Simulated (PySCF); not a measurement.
# C₈H₁₀OSi: circular dichroism and optical rotation, excited states, first hyperpolarisability

Wanted: circular dichroism and optical rotation, excited states, first hyperpolarisability for C₈H₁₀OSi (`Cc1ccccc1C(=O)[SiH3]`).

Computed with PySCF 2.14.0 and routines of our own; the level stands in each step. Atoms count from 0.

## (1) The starting structure

20 atoms, charge 0, multiplicity 1; geometry from: GFN2-xTB.

## (2) Optimising the geometry at PBE0-D3(BJ)/def2-SVP

What the job is given:

```
{"job": {"xc": "PBE0", "basis": "def2-SVP", "d3": "d3bj", "grid": 2, "kind": "geom"}, "charge": 0, "multiplicity": 1}
C     -1.076176     2.179975    -0.183897
C     -1.024917     0.690492    -0.080225
C     -2.204104    -0.022090     0.108397
C     -2.213212    -1.402499     0.178501
C     -1.023970    -2.107256     0.073878
C      0.160350    -1.417578    -0.081574
C      0.181313    -0.025056    -0.166461
C      1.486216     0.647854    -0.333576
O      1.598718     1.753549    -0.832704
Si     3.103695    -0.207823     0.277371
H     -0.937727     2.481657    -1.221788
H     -0.275450     2.644252     0.387881
H     -2.035323     2.556863     0.164639
H     -3.134783     0.521582     0.192042
H     -3.146030    -1.929967     0.314295
H     -1.023122    -3.185983     0.119964
H      1.090706    -1.961518    -0.163388
H      3.545929    -1.158072    -0.745312
H      4.086252     0.854841     0.450418
H      2.836484    -0.902545     1.538504
```

Run with:

```
> OMP_NUM_THREADS=1 python excited_run.py task.json out
```

This one command runs all jobs of the session in turn.

Output:

```text
step   0  E = -674.64446528  max force = 0.009814
step   1  E = -674.64775307  max force = 0.002447
step   2  E = -674.64798221  max force = 0.001919
step   3  E = -674.64793892  max force = 0.004492
step   4  E = -674.64822247  max force = 0.001410
step   5  E = -674.64825826  max force = 0.002447
step   6  E = -674.64836797  max force = 0.001062
step   7  E = -674.64840307  max force = 0.001495
step   8  E = -674.64845266  max force = 0.001291
step   9  E = -674.64846746  max force = 0.000685
step  10  E = -674.64847935  max force = 0.000984
step  11  E = -674.64849651  max force = 0.000606
step  12  E = -674.64851312  max force = 0.000330
step  13  E = -674.64852434  max force = 0.000323
optimisation converged
```

Wall time 2.5 min (1 thread of AMD EPYC 9R45, shared host); peak memory 0.99 GiB.

Along the way: (the energy doesn't fall at every step)

| step | energy from step 0 (eV) | largest force component (eV/Å) |
| --- | --- | --- |
| 0 | 0.0000 | 0.5047 |
| 1 | -0.0895 | 0.1258 |
| 2 | -0.0957 | 0.0987 |
| 3 | -0.0945 | 0.2310 |
| 4 | -0.1022 | 0.0725 |
| 5 | -0.1032 | 0.1258 |
| 6 | -0.1062 | 0.0546 |
| 7 | -0.1072 | 0.0769 |
| 8 | -0.1085 | 0.0664 |
| 9 | -0.1089 | 0.0352 |
| 10 | -0.1092 | 0.0506 |
| 11 | -0.1097 | 0.0312 |
| 12 | -0.1101 | 0.0170 |
| 13 | -0.1105 | 0.0166 |

Distances of close pairs at the start and the end, largest changes first:

| bond | before (Å) | after (Å) | change (Å) |
| --- | --- | --- | --- |
| Si9–H17 | 1.464 | 1.496 | +0.032 |
| Si9–H19 | 1.464 | 1.496 | +0.032 |
| Si9–H18 | 1.458 | 1.488 | +0.031 |
| C7–Si9 | 1.929 | 1.952 | +0.023 |
| C5–H16 | 1.081 | 1.094 | +0.013 |
| C1–C6 | 1.405 | 1.418 | +0.013 |
| C3–H14 | 1.080 | 1.093 | +0.013 |
| C2–H13 | 1.081 | 1.093 | +0.012 |

The final coordinates are the input of the step that follows.

| at the end point | value |
| --- | --- |
| point group (found at 0.08 Å tolerance) | C1 |
| rotational constants (GHz, main isotopes) | 1.855, 0.878, 0.602 |
| dipole moment (D) | 2.59 |

## (3) Circular dichroism and optical rotation: TDDFT CAM-B3LYP/aug-cc-pVDZ

What the job is given:

```
{"job": {"kind": "ecd", "xc": "CAM-B3LYP", "basis": "aug-cc-pVDZ", "nstates": 12}, "charge": 0, "multiplicity": 1}
C     -0.853327     2.275009    -0.160902
C     -0.774365     0.786772    -0.008634
C     -1.957585     0.044345     0.067314
C     -1.954892    -1.341992     0.203382
C     -0.748095    -2.034371     0.269089
C      0.438979    -1.316957     0.201436
C      0.452090     0.078837     0.064380
C      1.771289     0.762388    -0.003166
O      1.889601     1.961749    -0.166355
Si     3.437429    -0.243357     0.147004
H     -0.331699     2.614940    -1.066613
H     -0.353914     2.791431     0.672018
H     -1.902819     2.598076    -0.204964
H     -2.911424     0.575988     0.015100
H     -2.902779    -1.883105     0.257606
H     -0.732804    -3.121063     0.373801
H      1.386887    -1.860012     0.256229
H      3.617530    -1.132382    -1.043202
H      4.525032     0.771351     0.193250
H      3.485635    -1.097180     1.374782
```

With the program's defaults for keys left out, this is: TDDFT CAM-B3LYP/aug-cc-pVDZ circular dichroism and optical rotation, one conformer, gas phase.

Output:

```text
coarse grid: 17600 points
cycle   1  E = -675.2288619201  dE =  1.758e+00  |g| = 8.080e-01  |ddm| = 6.467e+01
cycle   2  E = -674.9442336704  dE =  2.846e-01  |g| = 1.486e+00  |ddm| = 1.273e+01
cycle   3  E = -675.3733934260  dE = -4.292e-01  |g| = 8.626e-02  |ddm| = 7.395e+00
cycle   4  E = -675.3749079416  dE = -1.515e-03  |g| = 5.502e-02  |ddm| = 1.431e+00
cycle   5  E = -675.3756947485  dE = -7.868e-04  |g| = 1.084e-02  |ddm| = 7.665e-01
cycle   6  E = -675.3757247572  dE = -3.001e-05  |g| = 5.071e-03  |ddm| = 1.173e-01
cycle   7  E = -675.3757334135  dE = -8.656e-06  |g| = 1.524e-03  |ddm| = 4.385e-02
final grid: 166520 points
cycle   8  E = -675.4046923590  dE = -2.759e-05  |g| = 3.828e-03  |ddm| = 1.753e+00
cycle   9  E = -675.4046926641  dE = -3.051e-07  |g| = 3.958e-03  |ddm| = 1.774e-01
cycle  10  E = -675.4046966201  dE = -3.956e-06  |g| = 7.637e-04  |ddm| = 4.685e-02
cycle  11  E = -675.4046967325  dE = -1.123e-07  |g| = 2.524e-04  |ddm| = 4.909e-03
cycle  12  E = -675.4046967453  dE = -1.287e-08  |g| = 1.096e-04  |ddm| = 3.635e-03
cycle  13  E = -675.4046967488  dE = -3.452e-09  |g| = 2.849e-05  |ddm| = 1.012e-03
cycle  14  E = -675.4046967491  dE = -3.515e-10  |g| = 1.117e-05  |ddm| = 4.019e-04
converged SCF energy = -675.4046967491

Singlet excitations and rotatory strengths (1e-40 esu^2 cm^2)
state   eV       nm     f(len)   f(vel)    R(len)    R(vel)   main configurations
  1   3.1706   391.0  0.00110  0.00132    -0.053    -0.286   H->L 0.90
  2   4.7279   262.2  0.05499  0.05403    -0.490    -0.439   H-1->L 0.81
  3   5.2148   237.8  0.22703  0.22296     1.066     1.060   H-2->L 0.78, H-1->L 0.09, H-1->L+2 0.09
  4   5.9825   207.2  0.00029  0.00031     0.134     0.131   H->L+2 0.95
  5   6.1672   201.0  0.00317  0.00327     5.600     5.872   H->L+1 0.31, H->L+4 0.23, H->L+5 0.19
  6   6.3095   196.5  0.27972  0.27333   -29.050   -29.066   H-1->L+2 0.54, H-2->L+2 0.13, H-2->L 0.11
  7   6.3436   195.4  0.00952  0.00991    24.074    23.866   H->L+9 0.72
  8   6.4842   191.2  0.24122  0.23678    35.520    35.173   H-2->L+2 0.46, H-1->L+1 0.18, H-1->L+2 0.16
  9   6.4928   191.0  0.06759  0.06633   -36.954   -36.645   H-1->L+1 0.67, H-2->L+2 0.13
 10   6.7840   182.8  0.06876  0.06858     1.226     1.280   H->L+1 0.29, H->L+3 0.23, H->L+5 0.20
 11   6.8258   181.6  0.00758  0.00743    -1.732    -1.760   H-2->L+1 0.82
 12   6.8937   179.9  0.00013  0.00014     0.308     0.295   H-5->L 0.74, H-3->L 0.15

Specific rotation (deg / (dm g/mL))
    nm     length   length(OI)   velocity    alpha(len)  alpha(vel)
  633.0      -1.09      -1.12      -8.41      133.731    132.267
  589.3      -1.36      -1.41     -10.83      134.661    133.189
  546.0      -1.83      -1.89     -14.73      135.856    134.372
  436.0      -9.64     -10.05     -64.07      141.318    139.815
```

It took 2.1 min on 1 thread of AMD EPYC 9R45, shared host; peak memory 1.6 GiB.

Warnings kept with the result: wavelengths within 0.3 eV of the first excitation or beyond it are left out.

The fields below are evaluated on a grid from the run's orbitals.

Frontier orbitals at CAM-B3LYP/aug-cc-pVDZ, with the share of their density that lies nearest to each atom:

| orbital | energy (eV) | lies on |
| --- | --- | --- |
| HOMO | -8.23 | O8 51 %; C7 14 %; Si9 11 % |
| LUMO | -0.91 | C7 25 %; O8 19 %; C3 12 % |

ELF in a plane through or near 16 of the atoms.

Ten even steps from ' ' (0.00) to '@' (1.00):
```
                                                        
                                                        
                                                        
                                                        
                  ::----..    ......++##--              
                ==##%%%%##  ..**++##@@@@@@--            
      --@@@@==  --%%##::%%....==####@@@@##..            
    ..@@@@@@@@==  --##%%++  ..##@@**==::                
    ::@@@@@@@@##==##--==**--++--..==..--%%@@==          
      ++@@@@::==..@@@@**@@::##==::@@++@@@@@@%%..        
        ..::..##..++==..++==++::----====%%%%::          
          ..==--::..  --++++**  ..%%@@**                
          ..::--..  ##@@%%--##++##::**####==            
                  ..@@@@@@**%%%%--##++@@@@@@==          
                    ++++....##@@%%..::@@@@@@::          
                          ==@@@@@@..  ..++--            
                          ++@@@@@@..                    
                            ::++--                      
                                                        
                                                        
```
The map spans 13.6 Å across and 11.7 Å up, centred on the molecule. Atoms in the plane (x, y in Å): C0 (1.3, 2.1), C1 (1.1, 0.6), C2 (2.2, -0.2), C3 (2.1, -1.6), C4 (0.9, -2.2), C5 (-0.3, -1.4), C6 (-0.2, 0.0), C7 (-1.4, 0.8), O8 (-1.4, 2.0), Si9 (-3.2, -0.1), H12 (2.4, 2.4), H13 (3.2, 0.3), H14 (3.0, -2.2), H15 (0.7, -3.3), H16 (-1.3, -1.8), H18 (-4.2, 1.0).

On the surface of density 0.002 e/bohr³ the electrostatic potential runs, from the 1st to the 99th percentile, from -1.52 V near O8 to 1.12 V near H14.

## (4) Excited states: TDA wB97X-D/aug-cc-pVDZ

The job, as its differences from that of step 3:

```diff
@@ -1,2 +1,2 @@
-{"job": {"kind": "ecd", "xc": "CAM-B3LYP", "basis": "aug-cc-pVDZ", "nstates": 12}, "charge": 0, "multiplicity": 1}
+{"job": {"kind": "states", "xc": "wB97X-D", "basis": "aug-cc-pVDZ", "tda": true, "soc": true, "nstates": 6, "ntriplets": 5, "nquad": 4}, "charge": 0, "multiplicity": 1}
 C     -0.853327     2.275009    -0.160902
```

Level: TDA wB97X-D/aug-cc-pVDZ excited states, vertical, gas phase, spin-orbit mean-field couplings.

Output:

```text
coarse grid: 17600 points
cycle   1  E = -675.2974088245  dE =  1.843e+00  |g| = 8.166e-01  |ddm| = 4.880e+01
cycle   2  E = -675.0858863039  dE =  2.115e-01  |g| = 1.377e+00  |ddm| = 1.101e+01
cycle   3  E = -675.4471362351  dE = -3.612e-01  |g| = 6.712e-02  |ddm| = 5.640e+00
cycle   4  E = -675.4483103957  dE = -1.174e-03  |g| = 4.389e-02  |ddm| = 9.753e-01
cycle   5  E = -675.4488346151  dE = -5.242e-04  |g| = 9.886e-03  |ddm| = 5.934e-01
cycle   6  E = -675.4488689755  dE = -3.436e-05  |g| = 4.352e-03  |ddm| = 1.185e-01
cycle   7  E = -675.4488773141  dE = -8.339e-06  |g| = 1.485e-03  |ddm| = 4.692e-02
final grid: 166520 points
cycle   8  E = -675.4696130001  dE = -1.605e-04  |g| = 4.182e-03  |ddm| = 3.058e+00
cycle   9  E = -675.4696171951  dE = -4.195e-06  |g| = 2.853e-03  |ddm| = 2.440e-01
cycle  10  E = -675.4696191527  dE = -1.958e-06  |g| = 7.506e-04  |ddm| = 4.453e-02
cycle  11  E = -675.4696192764  dE = -1.236e-07  |g| = 5.148e-04  |ddm| = 1.610e-02
cycle  12  E = -675.4696193379  dE = -6.156e-08  |g| = 1.073e-04  |ddm| = 4.029e-03
cycle  13  E = -675.4696193419  dE = -3.992e-09  |g| = 4.236e-05  |ddm| = 9.700e-04
cycle  14  E = -675.4696193431  dE = -1.234e-09  |g| = 1.835e-05  |ddm| = 6.142e-04
cycle  15  E = -675.4696193433  dE = -1.669e-10  |g| = 6.310e-06  |ddm| = 2.544e-04
converged SCF energy = -675.4696193433

Singlet excitations
state   eV       nm        f     d(h-e)  d(exc)  Lambda  PR(NTO)  |dmu|/D   mu/D   main configurations
  1   3.2009   387.3   0.00160   0.849   2.688   0.504   1.007    2.276    1.030   H->L 0.91
  2   4.8304   256.7   0.05193   0.927   3.158   0.646   1.405    2.678    5.080   H-1->L 0.72, H-2->L+3 0.11, H-2->L 0.09
  3   5.4202   228.7   0.29722   0.965   3.148   0.675   1.310    2.797    5.317   H-2->L 0.69, H-1->L 0.14, H-1->L+3 0.10
  4   5.9868   207.1   0.00024   2.784   3.959   0.190   1.006    7.773    5.495   H->L+3 0.93
  5   6.3024   196.7   0.00147   0.539   3.858   0.212   1.039                     H->L+6 0.20, H->L+9 0.15, H->L+4 0.15
  6   6.3770   194.4   0.00378   1.257   3.658   0.369   1.113                     H->L+9 0.58

Triplet excitations (Tamm-Dancoff)
state   eV     d(h-e)  d(exc)  Lambda  PR(NTO)   main configurations
  1   2.6415   0.755   2.594   0.500   1.006   H->L 0.88
  2   3.6314   0.397   2.849   0.655   1.207   H-1->L 0.48, H-2->L 0.37
  3   4.0723   0.784   2.992   0.658   1.027   H-2->L 0.46, H-1->L 0.43
  4   4.5759   0.149   2.709   0.709   1.252   H-1->L+3 0.72, H-2->L+3 0.09, H-2->L 0.08
  5   5.2904   0.137   2.791   0.628   1.055   H-2->L+3 0.76, H-1->L+3 0.13
S1 - T1 = 0.5593 eV

Spin-orbit couplings |<S|Hso|T>| (cm-1)
             T1       T2       T3       T4       T5
S0       42.765    0.453    0.130    0.230    0.208
S1        0.154   16.137    5.136    6.950    4.813
S2        3.248    0.148    0.086    0.065    0.038
S3       17.236    0.060    0.109    0.060    0.221
S4        0.441    0.046    1.622    2.473   12.021
S5        1.357    1.263    0.141    0.523    0.474
S6        1.903    1.932    0.194    0.809    0.335
T1 sublevels (cm-1): 0.000 0.000 0.111   radiative rates (1/s): 0.405 0.0455 308
```

Wall time 66 s (1 thread of AMD EPYC 9R45, shared host); peak memory 1.4 GiB.

Key values:

| quantity | value |
| --- | --- |
| S1 less T1 | 0.56 eV |

## (5) Excited states: TDDFT CAM-B3LYP/aug-cc-pVDZ

The job, as its differences from that of step 4:

```diff
@@ -1,2 +1,2 @@
-{"job": {"kind": "states", "xc": "wB97X-D", "basis": "aug-cc-pVDZ", "tda": true, "soc": true, "nstates": 6, "ntriplets": 5, "nquad": 4}, "charge": 0, "multiplicity": 1}
+{"job": {"kind": "states", "xc": "CAM-B3LYP", "basis": "aug-cc-pVDZ", "tpa": true, "nstates": 8, "nquad": 6, "ntriplets": 0}, "charge": 0, "multiplicity": 1}
 C     -0.853327     2.275009    -0.160902
```

Level: TDDFT CAM-B3LYP/aug-cc-pVDZ excited states, vertical, gas phase, two-photon moments by quadratic response.

Output:

```text
coarse grid: 17600 points
cycle   1  E = -675.2288619201  dE =  1.758e+00  |g| = 8.080e-01  |ddm| = 6.467e+01
cycle   2  E = -674.9442336704  dE =  2.846e-01  |g| = 1.486e+00  |ddm| = 1.273e+01
cycle   3  E = -675.3733934260  dE = -4.292e-01  |g| = 8.626e-02  |ddm| = 7.395e+00
cycle   4  E = -675.3749079416  dE = -1.515e-03  |g| = 5.502e-02  |ddm| = 1.431e+00
cycle   5  E = -675.3756947485  dE = -7.868e-04  |g| = 1.084e-02  |ddm| = 7.665e-01
cycle   6  E = -675.3757247572  dE = -3.001e-05  |g| = 5.071e-03  |ddm| = 1.173e-01
cycle   7  E = -675.3757334135  dE = -8.656e-06  |g| = 1.524e-03  |ddm| = 4.385e-02
final grid: 166520 points
cycle   8  E = -675.4046923590  dE = -2.759e-05  |g| = 3.828e-03  |ddm| = 1.753e+00
cycle   9  E = -675.4046926641  dE = -3.051e-07  |g| = 3.958e-03  |ddm| = 1.774e-01
cycle  10  E = -675.4046966201  dE = -3.956e-06  |g| = 7.637e-04  |ddm| = 4.685e-02
cycle  11  E = -675.4046967325  dE = -1.123e-07  |g| = 2.524e-04  |ddm| = 4.909e-03
cycle  12  E = -675.4046967453  dE = -1.286e-08  |g| = 1.096e-04  |ddm| = 3.635e-03
cycle  13  E = -675.4046967488  dE = -3.452e-09  |g| = 2.849e-05  |ddm| = 1.012e-03
cycle  14  E = -675.4046967491  dE = -3.483e-10  |g| = 1.117e-05  |ddm| = 4.019e-04
converged SCF energy = -675.4046967491

Singlet excitations
state   eV       nm        f     d(h-e)  d(exc)  Lambda  PR(NTO)  |dmu|/D   mu/D   delta(TPA)   sigma/GM   main configurations
  1   3.1707   391.0   0.00111   0.863   2.705   0.501   1.012    2.293    1.067        0.27      0.001   H->L 0.90
  2   4.7282   262.2   0.05501   0.898   3.148   0.644   1.393    2.882    5.280       67.78      0.555   H-1->L 0.81
  3   5.2150   237.7   0.22707   0.904   3.132   0.679   1.370    2.696    5.272      262.53      2.616   H-2->L 0.78, H-1->L 0.09, H-1->L+2 0.09
  4   5.9825   207.2   0.00029   2.795   4.006   0.192   1.007    7.761    5.493        9.22      0.121   H->L+2 0.95
  5   6.1674   201.0   0.00317   0.379   4.007   0.177   1.017    2.284    4.960       39.77      0.554   H->L+1 0.31, H->L+4 0.23, H->L+5 0.19
  6   6.3098   196.5   0.27972   0.446   3.269   0.661   1.966    1.483    3.835     1453.87     21.206   H-1->L+2 0.54, H-2->L+2 0.13, H-2->L 0.11
  7   6.3438   195.4   0.00959   1.662   3.624   0.434   1.160                                            H->L+9 0.72
  8   6.4844   191.2   0.23871   0.304   3.439   0.527   1.788                                            H-2->L+2 0.46, H-1->L+1 0.19, H-1->L+2 0.16
```

It took 76 s on 1 thread of AMD EPYC 9R45, shared host; peak memory 1.5 GiB.

## (6) First hyperpolarisability: quadratic response CAM-B3LYP/aug-cc-pVDZ

The job, as its differences from that of step 5:

```diff
@@ -1,2 +1,2 @@
-{"job": {"kind": "states", "xc": "CAM-B3LYP", "basis": "aug-cc-pVDZ", "tpa": true, "nstates": 8, "nquad": 6, "ntriplets": 0}, "charge": 0, "multiplicity": 1}
+{"job": {"kind": "beta", "xc": "CAM-B3LYP", "basis": "aug-cc-pVDZ"}, "charge": 0, "multiplicity": 1}
 C     -0.853327     2.275009    -0.160902
```

With the program's defaults for keys left out, this is: quadratic response CAM-B3LYP/aug-cc-pVDZ first hyperpolarisability, Taylor convention, gas phase.

Output:

```text
coarse grid: 17600 points
cycle   1  E = -675.2288619201  dE =  1.758e+00  |g| = 8.080e-01  |ddm| = 6.467e+01
cycle   2  E = -674.9442336704  dE =  2.846e-01  |g| = 1.486e+00  |ddm| = 1.273e+01
cycle   3  E = -675.3733934260  dE = -4.292e-01  |g| = 8.626e-02  |ddm| = 7.395e+00
cycle   4  E = -675.3749079416  dE = -1.515e-03  |g| = 5.502e-02  |ddm| = 1.431e+00
cycle   5  E = -675.3756947485  dE = -7.868e-04  |g| = 1.084e-02  |ddm| = 7.665e-01
cycle   6  E = -675.3757247572  dE = -3.001e-05  |g| = 5.071e-03  |ddm| = 1.173e-01
cycle   7  E = -675.3757334136  dE = -8.656e-06  |g| = 1.524e-03  |ddm| = 4.385e-02
final grid: 166520 points
cycle   8  E = -675.4046923590  dE = -2.759e-05  |g| = 3.828e-03  |ddm| = 1.753e+00
cycle   9  E = -675.4046926642  dE = -3.051e-07  |g| = 3.958e-03  |ddm| = 1.774e-01
cycle  10  E = -675.4046966201  dE = -3.956e-06  |g| = 7.637e-04  |ddm| = 4.685e-02
cycle  11  E = -675.4046967325  dE = -1.123e-07  |g| = 2.524e-04  |ddm| = 4.909e-03
cycle  12  E = -675.4046967453  dE = -1.286e-08  |g| = 1.096e-04  |ddm| = 3.635e-03
cycle  13  E = -675.4046967488  dE = -3.452e-09  |g| = 2.849e-05  |ddm| = 1.012e-03
cycle  14  E = -675.4046967491  dE = -3.542e-10  |g| = 1.117e-05  |ddm| = 4.019e-04
converged SCF energy = -675.4046967491

Lowest singlets (eV, f): 3.1707 0.0011  4.7282 0.0550  5.2150 0.2271

First hyperpolarisability (au)
process     nm      |vector|   parallel      HRS      DR
static         -      625.76     149.75     244.13   6.289
shg       1907.0      676.47     168.03      264.0   6.289
eope      1907.0      641.92     155.54          -       -
shg       1064.0      817.83     220.25     319.41   6.288
eope      1064.0      680.31     169.43          -       -
```

Wall time 62 s (1 thread of AMD EPYC 9R45, shared host); peak memory 1.5 GiB.

## (7) Outcome

```
                                                                                         quantity                                                          value
                                                                                      point group                                                             C1
                                                             rotational constants (main isotopes)                                           1.86, 0.88, 0.60 GHz
state of largest rotatory strength (velocity form) among 12 (step 3, TDDFT CAM-B3LYP/aug-cc-pVDZ)  6.49 eV, R = -36.6 (velocity), -37.0 (length) ·10⁻⁴⁰ esu² cm²
                              specific rotation at 633.0 nm (step 3, TDDFT CAM-B3LYP/aug-cc-pVDZ)                                 -8.4 (velocity), -1.1 (length)
                                                            surface potential, 1st and 99th percentile                                             -1.52 V and 1.12 V
                                                     S1 less T1 (step 4, TDA wB97X-D/aug-cc-pVDZ)                                                        0.56 eV
                                      β vector (step 6, quadratic response CAM-B3LYP/aug-cc-pVDZ)            static 626, SHG 1907.0 nm 676, SHG 1064.0 nm 818 au
```

**Reading.** Relaxing lowered the energy by 0.110 eV in 13 steps; the close pair that moved most is Si9–H17, from 1.464 to 1.496 Å. No frequency check was run at this level, so the end point may be a saddle. Rotations belong to one conformer and to the handedness of the start; where its mirror image forms freely, a sample shows none. The length form depends on the origin in a finite basis. At CAM-B3LYP/aug-cc-pVDZ, counted by nearest atom on the grid, the HOMO lies on O8 51 %; C7 14 %, the LUMO on C7 25 %; O8 19 %. In step 4, the number of triplets below S1 is 1, and the largest singlet-triplet spin-orbit coupling is S0–T1, 42.77 cm⁻¹. β grows from 626 au (static) to 818 au for doubling at 1064.0 nm: normal dispersion, which grows as twice the photon energy moves toward the bright states.
